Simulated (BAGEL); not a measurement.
# SiH2BrCl (SMILES Cl[SiH2]Br): HF/STO-3G (density fitting with qzvpp-jkfit)

Aim: the vertical singlet–triplet gap of SiH2BrCl at HF/STO-3G (density fitting with qzvpp-jkfit), from 2 runs. 

The calculation is run with BAGEL 1.2.2.

5 further runs of the same task are left out: 3 that didn't finish, 2 set aside as unsound or not needed. Runs told in other sessions of the task aren't counted.

## Step 1: The system as given

SiH2BrCl: 5 atoms, total charge 0, spin state singlet. SMILES: `Cl[SiH2]Br`. Geometry: relaxed at PBE0-D4/def2-TZVP.

Bond lengths: Cl1–Si2 2.041 Å, Si2–Br3 2.206 Å, Si2–H4 1.476 Å, Si2–H5 1.476 Å. Angles: Cl1–Si2–Br3 110.4°, Cl1–Si2–H4 108.5°, Cl1–Si2–H5 108.5°, Br3–Si2–H4 108.4°, Br3–Si2–H5 108.4°, H4–Si2–H5 112.6°.

## Step 2: A single-point energy at HF/STO-3G (density fitting with qzvpp-jkfit)

The input, calc.json:

```json
{ "bagel": [

{
  "title": "molecule",
  "basis": "sto-3g",
  "df_basis": "qzvpp-jkfit",
  "angstrom": true,
  "geometry": [
    { "atom": "Cl", "xyz": [      -0.904200,      -0.544800,       1.665700 ] },
    { "atom": "Si", "xyz": [       0.152700,      -0.085700,      -0.018800 ] },
    { "atom": "Br", "xyz": [      -0.989600,       1.311700,      -1.287400 ] },
    { "atom": "H", "xyz": [       0.379800,      -1.327700,      -0.782900 ] },
    { "atom": "H", "xyz": [       1.411100,       0.572900,       0.382100 ] }
  ]
},

{ "title": "hf" },

{ "title": "print", "file": "orbitals.molden", "orbitals": true }

]}
```

On the command line:

```console
$ BAGEL_NUM_THREADS=1 BAGEL calc.json > calc.out
```

The log of the run:

```text
* using 1 threads per process

  ===============================================================
  ===============================================================

  *** Geometry ***

  { "atom" : "Cl", "xyz" : [     -1.708690,     -1.029523,      3.147717 ] },
  { "atom" : "Si", "xyz" : [      0.288561,     -0.161950,     -0.035527 ] },
  { "atom" : "Br", "xyz" : [     -1.870073,      2.478754,     -2.432833 ] },
  { "atom" : "H", "xyz" : [      0.717718,     -2.508989,     -1.479467 ] },
  { "atom" : "H", "xyz" : [      2.666593,      1.082624,      0.722064 ] },

  Number of auxiliary basis functions:      558

  Since a DF basis is specified, we compute 2- and 3-index integrals:
    o Being stored without compression. Storage requirement is 0.006 GB

  Number of basis functions:       38
  Number of electrons      :       68

    * METHOD: MOLECULE                             0.26

  *** RHF ***

  === Nuclear Repulsion ===
   298.2817278003

      * DIIS with orbital gradients will be used.

  === RHF iteration (sto-3g) ===
      0      -3286.04002925          0.00924293           0.06
      1      -3286.10892280          0.00162457           0.05
      2      -3286.11071662          0.00033029           0.05
      3      -3286.11085750          0.00003717           0.06
      4      -3286.11085968          0.00000486           0.06
      5      -3286.11085972          0.00000057           0.06
      6      -3286.11085972          0.00000014           0.06
      7      -3286.11085972          0.00000003           0.06
      8      -3286.11085972          0.00000001           0.06
    * SCF iteration converged.

    * Permanent dipole moment:
           (   -0.926726,     0.245018,     0.420533) a.u.

    * METHOD: HF                                   0.67

    * METHOD: PRINT                                0.00

  ===============================================================
```

It took 1.1 s on 1 thread of Arm Neoverse V1, shared host; peak memory 0.082 GiB.

## Step 3: The triplet, same level

The input, input.json:

```json
{ "bagel" : [

{
  "title" : "molecule",
  "basis" : "sto-3g",
  "df_basis" : "qzvpp-jkfit",
  "angstrom" : true,
  "geometry" : [
    { "atom" : "Cl", "xyz" : [   -0.904200,   -0.544800,    1.665700 ] },
    { "atom" : "Si", "xyz" : [    0.152700,   -0.085700,   -0.018800 ] },
    { "atom" : "Br", "xyz" : [   -0.989600,    1.311700,   -1.287400 ] },
    { "atom" : "H", "xyz" : [    0.379800,   -1.327700,   -0.782900 ] },
    { "atom" : "H", "xyz" : [    1.411100,    0.572900,    0.382100 ] }
  ]
},
{ "title" : "uhf", "nopen" : 2 },
{ "title" : "print", "file" : "orbitals.molden", "orbitals" : true }

]}
```

On the command line:

```console
$ BAGEL_NUM_THREADS=1 BAGEL input.json > input.out
```

The log of the run:

```text
* using 1 threads per process

  ===============================================================
  ===============================================================

  *** Geometry ***

  { "atom" : "Cl", "xyz" : [     -1.708690,     -1.029523,      3.147717 ] },
  { "atom" : "Si", "xyz" : [      0.288561,     -0.161950,     -0.035527 ] },
  { "atom" : "Br", "xyz" : [     -1.870073,      2.478754,     -2.432833 ] },
  { "atom" : "H", "xyz" : [      0.717718,     -2.508989,     -1.479467 ] },
  { "atom" : "H", "xyz" : [      2.666593,      1.082624,      0.722064 ] },

  Number of auxiliary basis functions:      558

  Since a DF basis is specified, we compute 2- and 3-index integrals:
    o Being stored without compression. Storage requirement is 0.006 GB

  Number of basis functions:       38
  Number of electrons      :       68

    * METHOD: MOLECULE                             0.26

  *** Open-shell HF ***

  === Nuclear Repulsion ===
   298.2817278003

      * DIIS with orbital gradients will be used.

  === UHF iteration (sto-3g) ===
      0      -3285.69890903          0.01375728           0.12
      1      -3285.77785693          0.00517787           0.11
      2      -3285.80241441          0.00364035           0.11
      3      -3285.82190318          0.00185592           0.11
      4      -3285.82941986          0.00055363           0.12
      5      -3285.83016439          0.00047552           0.12
      6      -3285.83082297          0.00015907           0.11
      7      -3285.83098802          0.00003281           0.11
      8      -3285.83099382          0.00000989           0.11
      9      -3285.83099411          0.00000305           0.11
     10      -3285.83099419          0.00000191           0.11
     11      -3285.83099425          0.00000043           0.12
     12      -3285.83099425          0.00000010           0.12
     13      -3285.83099425          0.00000003           0.11
     14      -3285.83099425          0.00000001           0.11
     15      -3285.83099425          0.00000000           0.11
    * SCF iteration converged.

    * S^2 (UHF) is 2.0008

    * Permanent dipole moment:
           (   -0.261718,    -0.895298,     1.692270) a.u.

    * METHOD: UHF                                  2.00

    * METHOD: PRINT                                0.00

  ===============================================================
```

It took 2.4 s on 1 thread of Arm Neoverse V1, shared host; peak memory 0.082 GiB.

## Step 4: Summary of results

At HF/STO-3G (density fitting with qzvpp-jkfit):

| quantity | value |
| --- | --- |
| singlet: total energy | -3286.11086 Eh |
| singlet: dipole moment | 2.66 D |
| singlet: HOMO energy | -9.02 eV |
| singlet: LUMO energy | 7.91 eV |
| singlet: HOMO–LUMO gap | 16.93 eV |
| triplet: total energy | -3285.83099 Eh |
| triplet: dipole moment | 4.91 D |
| triplet: ⟨S²⟩ | 2.001 |
| vertical energy of the triplet above the singlet | 7.616 eV |

What this shows: At this shape the triplet lies 7.62 eV (176 kcal/mol) above the singlet. In a minimal basis such a difference can be off by several eV, whatever the method.
